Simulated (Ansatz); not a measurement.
**GaHF radical (SMILES [F][GaH]): single points off equilibrium**

A test off equilibrium: a structure displaced at random from a GFN2-xTB minimum is computed at several levels, and each is set against CCSD(T).

Method: single points in def2-TZVPP; program: Ansatz 0.2.0, Gaussian basis.

Cores are frozen in the correlated methods. Filled d shells of the heavier atoms are correlated. Orbitals are unrestricted.

**1. Starting geometry**

SMILES `[F][GaH]`, 3 atoms, charge 0, spin multiplicity 2.

Atoms are counted from 1 here; the program's logs count them from 0.

Bond lengths: F1–Ga2 1.773 Å, Ga2–H3 1.926 Å. Angles: F1–Ga2–H3 107.5°.

Geometry (Å):

```
F    -1.2760    0.4637   -0.6556
Ga    0.2736    0.6134    0.1932
H     1.0052   -1.1582    0.3773
```

**2. CCSD(T)/def2-TZVPP**

File run/in.yaml:

```yaml
crystal:
  periodic: [false, false, false]
  atoms:
    - {symbol: F, position_ang: [-1.276000, 0.463700, -0.655600]}
    - {symbol: Ga, position_ang: [0.273600, 0.613400, 0.193200]}
    - {symbol: H, position_ang: [1.005200, -1.158200, 0.377300]}
basis:
  gaussian: {orbitals: def2-TZVPP}
magnetization: {spin_polarized: true, initial_magnetization: 1}
correlation: {method: ccsd_t}
scf: {omitted_lower_state_checks: [cluster_reference]}
output: {forces: true}
```

No record of the launch command was kept for these runs.

**3. PBE0-D4/def2-TZVPP**

run/in.yaml, as its differences from that of step 2:

```diff
@@ -9,4 +9,3 @@
 magnetization: {spin_polarized: true, initial_magnetization: 1}
-correlation: {method: ccsd_t}
-scf: {omitted_lower_state_checks: [cluster_reference]}
-output: {forces: true}
+hamiltonian: {xc: pbe0, dispersion: d4}
+output: {forces: true, orbitals: {seedname: orbitals}}
```

**4. wB97M-V/def2-TZVPP**

run/in.yaml, as its differences from that of step 3:

```diff
@@ -9,3 +9,3 @@
 magnetization: {spin_polarized: true, initial_magnetization: 1}
-hamiltonian: {xc: pbe0, dispersion: d4}
-output: {forces: true, orbitals: {seedname: orbitals}}
+hamiltonian: {xc: {name: wB97M-V}}
+output: {forces: true}
```

**5. r2SCAN-D4/def2-TZVPP**

run/in.yaml, as its differences from that of step 4:

```diff
@@ -9,3 +9,3 @@
 magnetization: {spin_polarized: true, initial_magnetization: 1}
-hamiltonian: {xc: {name: wB97M-V}}
+hamiltonian: {xc: r2scan, dispersion: d4}
 output: {forces: true}
```

**6. PBE-D4/def2-TZVPP**

run/in.yaml, as its differences from that of step 5:

```diff
@@ -9,3 +9,3 @@
 magnetization: {spin_polarized: true, initial_magnetization: 1}
-hamiltonian: {xc: r2scan, dispersion: d4}
+hamiltonian: {xc: pbe, dispersion: d4}
 output: {forces: true}
```

**7. LC-wPBE/def2-TZVPP**

run/in.yaml, as its differences from that of step 6:

```diff
@@ -9,3 +9,3 @@
 magnetization: {spin_polarized: true, initial_magnetization: 1}
-hamiltonian: {xc: pbe, dispersion: d4}
+hamiltonian: {xc: {name: LC-wPBE}}
 output: {forces: true}
```

**8. BLYP-D4/def2-TZVPP**

run/in.yaml, as its differences from that of step 7:

```diff
@@ -9,3 +9,3 @@
 magnetization: {spin_polarized: true, initial_magnetization: 1}
-hamiltonian: {xc: {name: LC-wPBE}}
+hamiltonian: {xc: {name: BLYP}, dispersion: d4}
 output: {forces: true}
```

(Steps that only read results are left out.)

What does the calculation give? Wanted: energy less free atoms, CCSD(T)/def2-TZVPP; RMS force component; RMS force error; HOMO and LUMO, PBE0-D4; T1 diagnostic.

The runs gave:

| quantity | value |
| --- | --- |
| energy less free atoms, CCSD(T)/def2-TZVPP | -647.4 kJ/mol |
| RMS force component | 0.633 to 0.879 eV/Å over the methods |
| RMS force error | PBE0-D4 0.089, wB97M-V 0.086, r2SCAN-D4 0.095, PBE-D4 0.337, LC-wPBE 0.099, BLYP-D4 0.498 eV/Å |
| HOMO and LUMO, PBE0-D4 | -6.94 and -3.56 eV |
| T1 diagnostic | 0.019 |

**Reading.** Against CCSD(T) the functionals' energies less atoms differ by -34.9 to -2.3 kJ/mol, PBE-D4 by -34.9 kJ/mol. CCSD(T) in triple zeta still lacks some correlation energy of the bonds, so part of these gaps is its own basis error and they don't rank the functionals. The forces of wB97M-V come nearest to CCSD(T), those of BLYP-D4 are farthest. Frozen-core CCSD(T) forces in triple zeta carry basis errors of their own, and this is one geometry, so small gaps rank nothing.
